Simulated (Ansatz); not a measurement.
# GaLiH2+ (quartet): the correlation ladder, 6-31G

The task here is to estimate one member of a computed series from the others.

Method: 6-31G, core rule «outside noble gas», up to 15 orbitals frozen; program: Ansatz 0.2.0, Gaussian basis.

The runs, in order: UHF; CCSD(T) on ROHF; CCSD(T) on UHF; BCCD(T) on ROHF; CISD as a restricted active space (open shells left free, so some higher excitations enter); CCSDT(Q) on ROHF; CCSDT(Q) on UHF; CISDTQ; Full CI.

39 further runs of the same task are left out: 15 for a known fault of the program, 8 that didn't finish, 16 set aside as unsound or not needed. Runs told in other sessions of the task aren't counted.

## What is computed

The geometry is a PBE0/def2-TZVP stationary point (not a proven minimum) of the parent state, kept for this charge and spin. No spin-orbit coupling is included. The filled d shell of Ga may be among the frozen orbitals whatever the setting's name suggests.

4 atoms, charge 1, spin multiplicity 4.

Atoms are counted from 1 here; the program's logs count them from 0.

Bond lengths: Ga1–Li2 2.341 Å, Ga1–H3 1.647 Å, Ga1–H4 1.647 Å, Li2–H3 1.857 Å, Li2–H4 1.857 Å. Angles: Li2–Ga1–H3 52.0°, Li2–Ga1–H4 52.0°, H3–Ga1–H4 101.2°, Ga1–Li2–H3 44.4°, Ga1–Li2–H4 44.4°, H3–Li2–H4 86.5°, Ga1–H3–Li2 83.6°, Ga1–H4–Li2 83.6°.

Set-up of the first run:

The input, in.yaml:

```yaml
crystal:
  periodic: [false, false, false]
  atoms:
    - {symbol: Ga, position_ang: [-0.000932, 0.000000, 0.232544]}
    - {symbol: Li, position_ang: [-0.057897, -0.000001, -2.107496]}
    - {symbol: H, position_ang: [0.231589, -1.272323, -0.786532]}
    - {symbol: H, position_ang: [0.231589, 1.272322, -0.786533]}
basis:
  gaussian: {orbitals: 6-31G}
total_charge: 1
magnetization: {spin_polarized: true, initial_magnetization: 3}
hamiltonian: {xc: hf}
output: {orbitals: {seedname: orbitals}}
```

Run with:

```bash
> ansatz run in.yaml --threads 1 --pin off --events-out ev --progress --plain --max-ram 2393MiB
```

Among the steps run: UHF; CCSD(T) on ROHF; CCSD(T) on UHF; BCCD(T) on ROHF; CISD as a restricted active space (open shells left free, so some higher excitations enter); CCSDT(Q) on ROHF; CCSDT(Q) on UHF; CISDTQ; Full CI.

One table of the session follows, with a row left open; its other results are not shown here.

| method | from FCI (kJ/mol) |
| --- | --- |
| ROHF | +137.7 |
| UHF | +110.5 |
| RMP2 | +42.3 |
| UMP2 | +43.1 |
| RCCSD | +2.2 |
| UCCSD | ? |
| RCCSD(T) | +0.5 |
| UCCSD(T) | -0.8 |
| BCCD(T) | +0.5 |
| RCCSDT | -0.2 |
| UCCSDT | -1.4 |
| RCCSDT(Q) | -0.2 |
| UCCSDT(Q) | -1.4 |
| FCI | 0 |

Estimate the missing values for UCCSD.

As computed: from FCI (kJ/mol): +0.6. In the column «from FCI (kJ/mol)» it lies between BCCD(T) (+0.5) and RCCSD (+2.2).

Not comparable, so not listed: CISD as a restricted active space (open shells left free, so some higher excitations enter); CISDTQ (they don't share determinant, frozen orbitals or solution with the rows shown, or repeat one).

Caveats from the session: UCCSD(T), UCCSDT, UCCSDT(Q) fall below full CI: unrestricted runs freeze a spin-polarised core, another one than full CI's, and coupled cluster isn't variational. Levels on UHF freeze UHF's core orbitals, full CI those of ROHF, so the U rows can settle a little off it for that reason alone. Restricted and unrestricted rows rest on different reference determinants; a gap between their highest levels can come from leftover correlation error, from unlike frozen cores or from another state.
